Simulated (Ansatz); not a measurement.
# C2H5ClMg: how energies converge with the basis set

How large a basis does C2H5ClMg need? Two functionals are run in growing sets.

Method: one geometry, several basis sets; program: Ansatz 0.2.0, Gaussian basis.

Plan: PBE0-D4/def2-SVP; ωB97M-V/def2-SVP; PBE0-D4/def2-QZVPP; ωB97M-V/def2-QZVPP; the functionals' def2-TZVPP values are taken from earlier runs.

## Step 1: Structure used throughout

An earlier PBE0-D4 in a triple-zeta def2 set relaxation fixed the geometry.

SMILES `C[CH2][Mg][Cl]`, 9 atoms, charge 0, spin multiplicity 1.

Atoms are counted from 1 here; the program's logs count them from 0.

Bond lengths: C1–C2 1.530 Å, C1–H5 1.094 Å, C1–H6 1.096 Å, C1–H7 1.094 Å, C2–Mg3 2.085 Å, C2–H8 1.097 Å, C2–H9 1.097 Å, Mg3–Cl4 2.195 Å. Angles: C2–C1–H5 112.1°, C2–C1–H6 112.2°, C2–C1–H7 112.1°, H5–C1–H6 106.7°, H5–C1–H7 106.7°, H6–C1–H7 106.7°, C1–C2–Mg3 116.3°, C1–C2–H8 109.9°, C1–C2–H9 109.9°, Mg3–C2–H8 107.5°, Mg3–C2–H9 107.6°, H8–C2–H9 105.1°, C2–Mg3–Cl4 179.8°.

## Step 2: PBE0-D4 in def2-SVP

Contents of in.yaml:

```yaml
crystal:
  periodic: [false, false, false]
  atoms:
    - {symbol: C, position_ang: [-0.560490, 1.033830, 0.289158]}
    - {symbol: C, position_ang: [0.204645, -0.258870, 0.578314]}
    - {symbol: Mg, position_ang: [0.724786, -1.415349, -1.077286]}
    - {symbol: Cl, position_ang: [1.271639, -2.627851, -2.823857]}
    - {symbol: H, position_ang: [-1.511082, 0.845127, -0.218395]}
    - {symbol: H, position_ang: [-0.797855, 1.587848, 1.204889]}
    - {symbol: H, position_ang: [0.008218, 1.714941, -0.350776]}
    - {symbol: H, position_ang: [1.127664, -0.031534, 1.125393]}
    - {symbol: H, position_ang: [-0.379024, -0.894241, 1.255462]}
basis:
  gaussian: {orbitals: def2-SVP}
hamiltonian: {xc: pbe0, dispersion: d4}
output: {orbitals: {seedname: orbitals}}
```

Run with:

```console
ansatz run in.yaml --threads 4 --pin off --events-out ev --progress --plain --max-ram 10444MiB
```

The runs that follow: ωB97M-V in def2-SVP; PBE0-D4 in def2-QZVPP; ωB97M-V in def2-QZVPP.

Q: Predict the results of all the runs planned. Wanted: PBE0-D4: double and triple zeta above quadruple; ωB97M-V: double and triple zeta above quadruple.

**Answer**, as computed:

| quantity | value |
| --- | --- |
| PBE0-D4: double and triple zeta above quadruple | 9.30, 0.75 eV |
| ωB97M-V: double and triple zeta above quadruple | 9.34, 0.72 eV |

In words: For PBE0-D4 the step from double to triple zeta gains 8.55 eV and the next only 0.75 eV. Total energies overstate the basis error of differences, where much of it tends to cancel.
